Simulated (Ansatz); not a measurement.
# GaLiH (quartet): the correlation ladder at angle Li2–Ga1–H3 = 180.0°, cc-pVDZ

One table from this session's results is given with a row withheld; the runs are named, their logs left out.

Program: Ansatz 0.2.0, Gaussian basis. Level of theory: cc-pVDZ, core rule «outside noble gas», up to 15 orbitals frozen. These are calculated values, not measurements.

To be run: UHF; CCSD(T) on ROHF; CCSD(T) on UHF; BCCD(T) on ROHF; CISD as a restricted active space (open shells left free, so some higher excitations enter); CCSDT(Q) on ROHF; CCSDT(Q) on UHF; CASSCF and MRCISD+Q, 5 electrons in 5 orbitals; CASSCF and NEVPT2, 5 electrons in 5 orbitals; Full CI.

26 further runs of the same task are left out: 14 for a known fault of the program, 8 that didn't finish, 4 set aside as unsound or not needed. Runs told in other sessions of the task aren't counted.

## What is computed

The geometry derives from a PBE0/def2-TZVP stationary point (not a proven minimum). One angle is set to the value named; bond lengths are kept. No spin-orbit coupling is included. The filled d shell of Ga may be among the frozen orbitals whatever the setting's name suggests.

3 atoms, charge 0, spin multiplicity 4.

Atoms are counted from 1 here; the program's logs count them from 0.

Bond lengths: Ga1–Li2 2.347 Å, Ga1–H3 1.565 Å. Angles: Li2–Ga1–H3 180.0°.

Set-up of the first run:

in.yaml reads:

```yaml
crystal:
  periodic: [false, false, false]
  atoms:
    - {symbol: Ga, position_ang: [0.000000, 0.000000, 0.260700]}
    - {symbol: Li, position_ang: [0.000000, 0.000000, -2.086500]}
    - {symbol: H, position_ang: [0.000000, 0.000000, 1.825800]}
basis:
  gaussian: {orbitals: cc-pVDZ}
magnetization: {spin_polarized: true, initial_magnetization: 3}
hamiltonian: {xc: hf}
output: {orbitals: {seedname: orbitals}}
```

Launch:

```sh
$ ansatz run in.yaml --threads 1 --pin off --events-out ev --progress --plain --max-ram 2393MiB
```

Among the steps run: UHF; CCSD(T) on ROHF; CCSD(T) on UHF; BCCD(T) on ROHF; CISD as a restricted active space (open shells left free, so some higher excitations enter); CCSDT(Q) on ROHF; CCSDT(Q) on UHF; CASSCF and MRCISD+Q, 5 electrons in 5 orbitals; CASSCF and NEVPT2, 5 electrons in 5 orbitals; Full CI.

One table of the session follows, with a row left open; its other results are not shown here.

It belongs to the step «Misses and costs». 

| method | from FCI (meV) |
| --- | --- |
| ROHF | +1661.4 |
| UHF | +1627.3 |
| RMP2 | +494.7 |
| UMP2 | +471.9 |
| RCCSD | +54.3 |
| UCCSD | +36.3 |
| RCCSD(T) | +14.9 |
| UCCSD(T) | -2.3 |
| BCCD(T) | +15.2 |
| RCCSDT | -1.1 |
| UCCSDT | -18.1 |
| RCCSDT(Q) | -1.8 |
| UCCSDT(Q) | -18.9 |
| CASSCF pair | ? |
| NEVPT2 pair | +435.7 |
| MRCISD pair | +54.9 |
| MRCISD+Q pair | +7.1 |
| FCI | 0 |

**Question.** Estimate the row for CASSCF pair.

The run gave: from FCI (meV): +1199.3. In the column «from FCI (meV)» it lies between RMP2 (+494.7) and UHF (+1627.3).

Not comparable, so not listed: CISD as a restricted active space (open shells left free, so some higher excitations enter) (they don't share determinant, frozen orbitals or solution with the rows shown, or repeat one).

Caveats from the session: UCCSD(T), UCCSDT, UCCSDT(Q) fall below full CI: unrestricted runs freeze a spin-polarised core, another one than full CI's, and coupled cluster isn't variational. Levels on UHF freeze UHF's core orbitals, full CI those of ROHF, so the U rows can settle a little off it for that reason alone. Restricted and unrestricted rows rest on different reference determinants; a gap between their highest levels can come from leftover correlation error, from unlike frozen cores or from another state.
